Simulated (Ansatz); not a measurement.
# CH4OSi2: the cost of one run

Program: Ansatz 0.2.0. Level of theory: UKS B3LYP-D4/6-31G*. These are calculated values, not measurements.

### Step 1. Starting point

Bond lengths: Si1–C2 1.758 Å, C2–O3 1.489 Å, C2–Si4 1.832 Å, O3–Si4 1.644 Å, Si1–H5 1.457 Å, Si1–H6 1.459 Å, Si4–H7 1.452 Å, Si4–H8 1.450 Å. Angles: Si1–C2–O3 122.5°, Si1–C2–Si4 152.7°, O3–C2–Si4 58.3°, C2–Si1–H5 115.3°, C2–Si1–H6 130.9°, H5–Si1–H6 111.8°, C2–O3–Si4 71.4°, C2–Si4–O3 50.4°, C2–Si4–H7 121.7°, C2–Si4–H8 118.1°, O3–Si4–H7 114.5°, O3–Si4–H8 114.8°, H7–Si4–H8 118.0°.

Structure file:

```xyz
8

Si   -0.1299    1.8046   -0.1001
C    -0.0974    0.0676   -0.3666
O    -1.1255   -0.8485    0.2005
Si    0.3090   -1.6486    0.1295
H     0.9740    2.5474   -0.6943
H    -1.2150    2.6867    0.3157
H     0.8942   -1.9511    1.4232
H     0.3907   -2.6580   -0.9080
```

### Step 2. Relaxing end A

input.yaml

```yaml
crystal:
  periodic: [false, false, false]
  atoms:
    - { symbol: Si, position_ang: [-0.12993, 1.80457, -0.10009] }
    - { symbol: C, position_ang: [-0.09738, 0.06761, -0.36658] }
    - { symbol: O, position_ang: [-1.12549, -0.8485, 0.20049] }
    - { symbol: Si, position_ang: [0.30903, -1.64858, 0.12951] }
    - { symbol: H, position_ang: [0.97399, 2.54738, -0.69432] }
    - { symbol: H, position_ang: [-1.21505, 2.68667, 0.31571] }
    - { symbol: H, position_ang: [0.89415, -1.95114, 1.42325] }
    - { symbol: H, position_ang: [0.39069, -2.65802, -0.90799] }
magnetization:
  spin_polarized: true
basis:
  gaussian: { orbitals: "6-31G*" }
hamiltonian:
  xc: b3lyp
  dispersion: d4
relax:
  f_tol: 0.02
  max_steps: 50
output:
  orbitals: {}
```

The run is started by

```bash
$ ansatz run input.yaml --threads 2 --pin off --max-ram 3072MiB --backend cpu --events-out ev --progress --plain --runs-dir out
```

**Question.** How long does this run take on 2 threads of AMD EPYC 7R43 (Zen 3), shared host, and how much memory does it need?

About 28 s, with a peak of 0.22 GiB.
